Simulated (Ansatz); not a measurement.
BBr2:

```
B Br
1.0
     3.17568    1.87835    2.26011
    -3.15555    1.86007    2.24661
    -0.00577   -3.71444    2.23384
B Br
1 2
Direct
  0.00000 0.00000 0.00000
  0.72024 0.72024 0.72024
  0.27976 0.27976 0.27976
```

The cell was built by a generator and needn't be a form met in nature.

The cell isn't the ideal one: cell strained at random at fixed volume.

| Item | Value |
| --- | --- |
| Program | Ansatz 0.2.0 |
| Task | relaxation of cell and atoms |
| Functional | PBE |
| Dispersion | D4 |
| Potentials or basis | all-electron LAPW, scalar-relativistic |
| Basis error allowed | 0.001 eV/atom |
| k mesh | 6 × 6 × 6 |
| Occupations | fermi-dirac, width 0.1 eV |
| Spin | collinear spin, random start |
| Starting moments | [0.26, 0.0, 0.0] μB |

At the start: volume 26.48 Å³/atom.

Task: How do energy, volume and symmetry change on relaxing?

Result: Over 8 steps the energy falls by 65.2 meV/atom and the volume is 26.33 Å³/atom (-0.5 %); space group R-3m (No. 166, to 0.05 Å); moment 0.90 μB per cell.

Step by step:
| step | energy change (eV) | largest force (eV/Å) | volume (Å³) |
| --- | --- | --- | --- |
| 1 | 0.0000 | 1.2312 | 79.43 |
| 2 | -0.1567 | 0.4934 | 81.48 |
| 3 | -0.1847 | 0.2117 | 80.06 |
| 4 | -0.1921 | 0.0840 | 78.91 |
| 5 | -0.1953 | 0.0084 | 78.63 |
| 6 | -0.1955 | 0.0001 | 78.91 |
| 7 | -0.1955 | 0.0008 | 78.99 |
| 8 | -0.1957 | 0.0008 | 78.99 |

Final structure:
```
B Br
1.0
     3.03935    1.75656    2.46866
    -3.03562    1.75291    2.46458
    -0.00135   -3.51537    2.46883
B Br
1 2
Direct
  0.00000 0.00000 0.00000
  0.75277 0.75265 0.75274
  0.24723 0.24735 0.24726
```

Caveat: pairwise dispersion overbinds metals, which lowers pressure and volume.
